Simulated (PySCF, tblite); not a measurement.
**C₃H₈GeO₂Si: geometry, infrared bands and NMR shifts**

Wanted: the infrared bands and NMR shifts of C₃H₈GeO₂Si (`C=C[C@@H]1[O][GeH2][O][SiH2]1`), by calculation.

Programs: tblite 0.8.0 and PySCF 2.14.0, with density-fitted response routines of our own. Each step states its level of theory. These are calculated values for one molecule in the gas phase, unless marked as measured. Atoms are numbered from 0 throughout.

## 1. The starting structure

15 atoms, charge 0, multiplicity 1; geometry from: force field or distance geometry start.

Bonds of the start (Å): C0–C1 1.34, C1–C2 1.45, C2–O3 1.42, O3–Ge4 1.81, Ge4–O5 1.79, O5–Si6 1.74, Si6–C2 1.88, C0–H7 1.10, C0–H8 1.08, C1–H9 1.11, C2–H10 1.13, Ge4–H11 1.53, Ge4–H12 1.55, Si6–H13 1.46, Si6–H14 1.46.

## 2. Optimising the geometry with GFN2-xTB

What the job is given:

```
{"job": {"kind": "relax", "xc": "GFN2-xTB", "basis": "xTB"}, "charge": 0, "multiplicity": 1}
C      2.421800    -0.655500    -0.109600
C      1.382000    -0.502100     0.726000
C      0.000700    -0.369600     0.311300
O     -0.226500    -0.675500    -1.059900
Ge    -1.971700    -0.211400    -1.125100
O     -1.828600     1.525600    -0.701700
Si    -0.578200     1.408400     0.500700
H      3.445300    -0.749100     0.270600
H      2.257300    -0.677000    -1.174500
H      1.652100    -0.498900     1.802500
H     -0.701200    -1.071400     0.851600
H     -2.608700    -0.471300    -2.488400
H     -2.646700    -0.930800     0.068100
H     -1.107900     1.530400     1.860900
H      0.506000     2.356100     0.245500
```

Launch:

```bash
$ OMP_NUM_THREADS=1 python probes_run.py task.json out
```

One launch serves the whole session: the jobs run in the order shown.

**Question.** This job is followed by: GFN2-xTB harmonic vibrations, gas phase; GIAO PBE0/pcSseg-1 NMR shielding, non-relativistic, gas phase. Predict these results of the whole session: strongest single infrared mode (GFN2-xTB); zero-point energy (GFN2-xTB); ¹³C shifts against TMS (PBE0/pcSseg-1); ¹H shifts against TMS (PBE0/pcSseg-1); ¹⁷O shifts against H2O (PBE0/pcSseg-1); ⁷³Ge shifts against GeMe4 (PBE0/pcSseg-1); ²⁹Si shifts against TMS (PBE0/pcSseg-1).

The runs gave:

```
                                 quantity                                               value
strongest single infrared mode (GFN2-xTB)                               1975 cm⁻¹, 433 km/mol
             zero-point energy (GFN2-xTB)                                       60.9 kcal/mol
   ¹³C shifts against TMS (PBE0/pcSseg-1)                              149.7, 112.3, 75.0 ppm
    ¹H shifts against TMS (PBE0/pcSseg-1)  6.25, 5.92, 5.72, 5.37, 5.32, 5.09, 4.86, 4.75 ppm
   ¹⁷O shifts against H2O (PBE0/pcSseg-1)                                      44.4, 30.5 ppm
⁷³Ge shifts against GeMe4 (PBE0/pcSseg-1)                                              59 ppm
  ²⁹Si shifts against TMS (PBE0/pcSseg-1)                                           -15.5 ppm
```

The optimisation took 91 steps and gained 1.049 eV; among the close pairs (by a distance rule), Ge4–Si6 changed most, from 2.685 to 2.889 Å. No mode is imaginary among the 39: a minimum at this level. The strongest single mode, at 1975 cm⁻¹, moves mainly H12. Unscaled tight-binding wavenumbers are off by several per cent, some by more. Its intensities can rank the bands wrongly. The most deshielded carbon is C1 (alkene CH), at 149.7 ppm: an sp2 carbon of a C=C bond. H9 (hydrogen on an alkene CH) lies farthest downfield among hydrogen, at 6.25 ppm; attached to an sp2 carbon and in the plane of the double bond. At PBE0/pcSseg-1: Shielding is most anisotropic at C1 (span 231 ppm, paramagnetic term -221 ppm). Spin-orbit coupling is left out, which matters for shieldings and couplings at and beside the heavy atoms.
